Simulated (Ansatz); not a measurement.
# AlFH5NSi: the cost of one run

Method: the settings change from run to run; program: Ansatz 0.2.0, Gaussian basis.

### 1 The geometry

The structure was relaxed beforehand with PBE0-D4 in a triple-zeta def2 set.

SMILES `[NH2][Al]([F])[SiH3]`, 9 atoms, charge 0, spin multiplicity 1.

Atoms are counted from 1 here; the program's logs count them from 0.

Bond lengths: N1–Al2 1.759 Å, N1–H5 1.007 Å, N1–H6 1.008 Å, Al2–F3 1.654 Å, Al2–Si4 2.437 Å, Si4–H7 1.490 Å, Si4–H8 1.489 Å, Si4–H9 1.490 Å. Angles: Al2–N1–H5 124.2°, Al2–N1–H6 125.3°, H5–N1–H6 110.5°, N1–Al2–F3 117.1°, N1–Al2–Si4 123.1°, F3–Al2–Si4 119.8°, Al2–Si4–H7 111.2°, Al2–Si4–H8 111.3°, Al2–Si4–H9 110.9°, H7–Si4–H8 107.7°, H7–Si4–H9 107.8°, H8–Si4–H9 107.8°.

### 2 RPA/pcseg-2

Set apart from the defaults: atoms shaken by 0.03 Å, a grid of angular degree 11.

Contents of in.yaml:

```yaml
crystal:
  periodic: [false, false, false]
  atoms:
    - {symbol: N, position_ang: [0.575436, 1.802846, -0.691186]}
    - {symbol: Al, position_ang: [0.749177, 0.071956, -0.505611]}
    - {symbol: F, position_ang: [2.104614, -0.645578, -1.212296]}
    - {symbol: Si, position_ang: [-0.868930, -1.247302, 0.842699]}
    - {symbol: H, position_ang: [-0.159515, 2.340264, -0.360344]}
    - {symbol: H, position_ang: [1.277981, 2.386189, -1.255340]}
    - {symbol: H, position_ang: [-1.473103, -2.323618, -0.034263]}
    - {symbol: H, position_ang: [-0.202975, -1.919179, 1.857187]}
    - {symbol: H, position_ang: [-1.948664, -0.405256, 1.269190]}
basis:
  gaussian: {orbitals: pcseg-2, final_grid: {core_spheres: 5, valence_spheres: 4, degree: 11}}
hamiltonian: {xc: {name: HF}}
correlation: {method: rpa}
```

Started as:

```
ansatz run in.yaml --threads 2 --pin off --events-out ev --progress --plain --max-ram 4352MiB
```

What time and memory should one allow on 2 threads of Arm Neoverse V2, shared host?

About 3.4 s, with a peak of 0.35 GiB.
